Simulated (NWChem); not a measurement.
**BGeH4F (SMILES F[BH][GeH3]) at 4 levels**

Aim: a comparison of 4 runs (HF/STO-3G, HF/3-21G, B3LYP/6-31G*) of BGeH4F. 

Program for the calculation: NWChem 7.3.0.

## 1. Starting point

BGeH4F: 7 atoms, total charge 0, spin state singlet. SMILES: `F[BH][GeH3]`. Geometry: relaxed at PBE0-D4/def2-TZVP.

Bond lengths: F1–B2 1.319 Å, B2–Ge3 2.082 Å, B2–H4 1.201 Å, Ge3–H5 1.537 Å, Ge3–H6 1.540 Å, Ge3–H7 1.539 Å. Angles: F1–B2–Ge3 118.7°, F1–B2–H4 116.5°, Ge3–B2–H4 124.8°, B2–Ge3–H5 111.8°, B2–Ge3–H6 110.3°, B2–Ge3–H7 110.6°, H5–Ge3–H6 108.2°, H5–Ge3–H7 108.3°, H6–Ge3–H7 107.4°.

## 2. Energy and forces at HF/STO-3G (run 1)

File job.xyz:

```xyz
7

F     -1.549700    -1.445000     0.521700
B     -0.299200    -1.192600     0.184900
Ge     0.266500     0.782900    -0.150800
H      0.433700    -2.140500     0.098300
H      1.736600     0.890400    -0.586300
H      0.083100     1.616800     1.130500
H     -0.609900     1.420000    -1.244100
```

File job.nw:

```
start job
memory total 2200 mb
charge 0

geometry units angstrom noautosym nocenter noautoz
  load job.xyz
end

basis "ao basis" spherical bse
  F library STO-3G
  B library STO-3G
  Ge library STO-3G
  H library STO-3G
end

scf
  thresh 1e-08
  maxiter 80
  print low
end

task scf gradient
```

Run with:

```bash
$ nwchem job.nw > job.out
```

Log:

```text
[...]
  functions       =    32
[...]
  wavefunction    = RHF
[...]
         Total SCF energy =  -2176.539559015731
      One-electron energy =  -3376.572459842089
      Two-electron energy =   1038.926296520156
 Nuclear repulsion energy =    161.106604306201
        Time for solution =      1.5s
[...]
                         RHF ENERGY GRADIENTS
    atom               coordinates                        gradient
                 x          y          z           x          y          z
   1 F      -2.928508  -2.730654   0.985870   -0.023661  -0.000835   0.006022
   2 B      -0.565406  -2.253687   0.349410    0.011860   0.000576  -0.003061
   3 Ge      0.503612   1.479466  -0.284971   -0.009067  -0.025156   0.004147
   4 H       0.819574  -4.044958   0.185760    0.010570  -0.016761  -0.000914
   5 H       3.281698   1.682612  -1.107946    0.038961   0.002733  -0.011432
   6 H       0.157036   3.055309   2.136335   -0.005173   0.022299   0.033974
   7 H      -1.152544   2.683411  -2.351008   -0.023491   0.017143  -0.028737
 Task  times  cpu:        2.2s     wall:        2.2s
 Total times  cpu:        2.2s     wall:        2.2s
```

Run time: 2.8 s. Hardware: 1 thread of Intel Xeon 6975P-C (Granite Rapids), shared host; peak memory 0.098 GiB.

## 3. Energy and gradient at HF/3-21G (run 2)

File bfgeh4.nw:

```
start bfgeh4
memory 2200 mb
geometry noautosym nocenter noautoz
F     -1.549700    -1.445000     0.521700
B     -0.299200    -1.192600     0.184900
Ge     0.266500     0.782900    -0.150800
H      0.433700    -2.140500     0.098300
H      1.736600     0.890400    -0.586300
H      0.083100     1.616800     1.130500
H     -0.609900     1.420000    -1.244100
end
basis spherical bse
* library 3-21G
end
scf
thresh 1e-08
maxiter 80
end
task scf gradient
```

Run with:

```bash
$ nwchem bfgeh4.nw > bfgeh4.out
```

Log:

```text
[...]
  functions       =    48
[...]
  wavefunction    = RHF
[...]
         Total SCF energy =  -2191.122592278182
      One-electron energy =  -3379.137779022440
      Two-electron energy =   1026.908582438056
 Nuclear repulsion energy =    161.106604306201
        Time for solution =      2.0s
[...]
                         RHF ENERGY GRADIENTS
    atom               coordinates                        gradient
                 x          y          z           x          y          z
   1 F      -2.928508  -2.730654   0.985870    0.031384   0.006016  -0.008429
   2 B      -0.565406  -2.253687   0.349410   -0.033342   0.002336   0.008176
   3 Ge      0.503612   1.479466  -0.284971   -0.000833  -0.003451   0.000305
   4 H       0.819574  -4.044958   0.185760    0.003029  -0.007054  -0.000063
   5 H       3.281698   1.682612  -1.107946   -0.000574   0.000933   0.000155
   6 H       0.157036   3.055309   2.136335   -0.000142   0.000493  -0.001175
   7 H      -1.152544   2.683411  -2.351008    0.000478   0.000727   0.001031
[...]
```

It took 3.6 s on 1 thread of Intel Xeon 6975P-C (Granite Rapids), shared host; peak memory 0.098 GiB.

## 4. Energy and gradient at B3LYP/6-31G(d) (Cartesian functions) (run 3)

File calc.nw:

```
start calc
memory stack 880 mb heap 220 mb global 1100 mb
charge 0
geometry noautosym nocenter noautoz
  F       -1.549700      -1.445000       0.521700
  B       -0.299200      -1.192600       0.184900
  Ge       0.266500       0.782900      -0.150800
  H        0.433700      -2.140500       0.098300
  H        1.736600       0.890400      -0.586300
  H        0.083100       1.616800       1.130500
  H       -0.609900       1.420000      -1.244100
end
basis cartesian
  * library 6-31G*
end
dft
  xc b3lyp
  grid xfine
  convergence energy 1e-08
  maxiter 100
  mulliken
  print low
end
task dft gradient
```

Run with:

```bash
$ nwchem calc.nw > calc.out
```

Log:

```text
[...]
 d= 0,ls=0.0,diis     1  -2203.8279285607 -2.36D+03  1.39D-02  1.23D+00     2.5
[...]
 d= 0,ls=0.0,diis    10  -2203.8897358382 -1.49D-09  2.65D-07  1.01D-09    18.9
         Total DFT energy =    -2203.889735838178
      One electron energy =    -3389.738548481527
           Coulomb energy =     1119.798881493757
    Exchange-Corr. energy =      -95.056673156609
 Nuclear repulsion energy =      161.106604306201
[...]
      Total Density - Mulliken Population Analysis
     ---------------------------------------------
    Atom       Charge   Shell Charges
 -----------   ------   -------------------------------------------------------
    1 F    9     9.19   1.99  0.96  3.33  0.88  1.95  0.07
    2 B    5     4.62   1.99  0.57  1.30  0.40  0.26  0.10
    3 Ge  32    32.25   2.00  1.99  6.00  1.93  5.99  1.33  2.35  0.14  0.39  6.91  2.96  0.26
    4 H    1     1.04   0.52  0.52
    5 H    1     0.97   0.49  0.48
    6 H    1     0.96   0.49  0.48
    7 H    1     0.96   0.49  0.48
[...]
                         DFT ENERGY GRADIENTS
    atom               coordinates                        gradient
                 x          y          z           x          y          z
   1 F      -2.928508  -2.730654   0.985870    0.004703   0.000620  -0.001219
   2 B      -0.565406  -2.253687   0.349410   -0.004405   0.001742   0.000894
   3 Ge      0.503612   1.479466  -0.284971    0.000207   0.002440  -0.000265
   4 H       0.819574  -4.044958   0.185760    0.000239  -0.000654   0.000004
   5 H       3.281698   1.682612  -1.107946   -0.002455  -0.000737   0.000779
   6 H       0.157036   3.055309   2.136335    0.000283  -0.001847  -0.002031
   7 H      -1.152544   2.683411  -2.351008    0.001427  -0.001562   0.001838
 Task  times  cpu:       25.1s     wall:       25.1s
 Total times  cpu:       25.1s     wall:       25.1s
```

Wall time 26 s (1 thread of Intel Xeon 6975P-C (Granite Rapids), shared host); peak memory 0.13 GiB.

## 5. Energy and forces at B3LYP/6-31G(d) (spherical functions) (run 4)

File a.nw:

```
start a
title "BFGeH4"
memory 2200 mb

geometry noautosym nocenter noautoz
 F     -1.549700    -1.445000     0.521700
 B     -0.299200    -1.192600     0.184900
 Ge     0.266500     0.782900    -0.150800
 H      0.433700    -2.140500     0.098300
 H      1.736600     0.890400    -0.586300
 H      0.083100     1.616800     1.130500
 H     -0.609900     1.420000    -1.244100
end

basis spherical bse
 * library 6-31G*
end

dft
 xc b3lyp
 grid xfine
 convergence energy 1e-08
 maxiter 100
 mulliken
 print low
end

task dft gradient
```

Run with:

```bash
$ nwchem a.nw > a.out
```

Log:

```text
[...]
 d= 0,ls=0.0,diis     1  -2203.8236578635 -2.36D+03  1.35D-02  4.32D-01     2.4
[...]
 d= 0,ls=0.0,diis    10  -2203.8829530854 -8.69D-11  1.32D-07  3.18D-10    18.5
         Total DFT energy =    -2203.882953085354
      One electron energy =    -3389.794915123393
           Coulomb energy =     1119.898002795088
    Exchange-Corr. energy =      -95.092645063250
 Nuclear repulsion energy =      161.106604306201
[...]
      Total Density - Mulliken Population Analysis
     ---------------------------------------------
    Atom       Charge   Shell Charges
 -----------   ------   -------------------------------------------------------
    1 F    9     9.22   2.00  0.94  3.33  0.98  1.96  0.01
    2 B    5     4.58   2.00  0.58  1.30  0.39  0.24  0.08
    3 Ge  32    32.28   2.00  2.00  6.00  2.00  5.99  1.31  2.35  0.12  0.39  6.84  2.94  0.35
    4 H    1     1.04   0.52  0.52
    5 H    1     0.96   0.49  0.48
    6 H    1     0.96   0.48  0.47
    7 H    1     0.96   0.48  0.47
[...]
                         DFT ENERGY GRADIENTS
    atom               coordinates                        gradient
                 x          y          z           x          y          z
   1 F      -2.928508  -2.730654   0.985870    0.005084   0.000537  -0.001307
   2 B      -0.565406  -2.253687   0.349410   -0.004562   0.002021   0.000906
   3 Ge      0.503612   1.479466  -0.284971    0.000365   0.002878  -0.000346
   4 H       0.819574  -4.044958   0.185760    0.000085  -0.000760   0.000052
   5 H       3.281698   1.682612  -1.107946   -0.002951  -0.000835   0.000930
   6 H       0.157036   3.055309   2.136335    0.000331  -0.002087  -0.002348
   7 H      -1.152544   2.683411  -2.351008    0.001648  -0.001754   0.002113
 Task  times  cpu:       25.4s     wall:       25.4s
 Total times  cpu:       25.4s     wall:       25.4s
```

Wall time 26 s (1 thread of Intel Xeon 6975P-C (Granite Rapids), shared host); peak memory 0.12 GiB.

## 6. The series

| run | level | Cartesian functions | iteration cap | energy (Eh) | largest force (eV/Å) | wall time |
| --- | --- | --- | --- | --- | --- | --- |
| 1 | HF/STO-3G | no | 80 | -2176.539559 | 2.107 | 2.8 s |
| 2 | HF/3-21G | no | 80 | -2191.122592 | 1.769 | 3.6 s |
| 3 | B3LYP/6-31G* (Cartesian functions) | yes | 100 | -2203.889736 | 0.252 | 26 s |
| 4 | B3LYP/6-31G* (spherical functions) | no | 100 | -2203.882953 | 0.271 | 26 s |

## 7. Results

| quantity | value |
| --- | --- |
| run 4: total energy | -2203.88295 Eh |
| run 4: largest force on an atom | 0.271 eV/Å |

**Reading.** In run 1 the basis is minimal, so the values are rough. All runs together took 58 s, the longest 26 s.
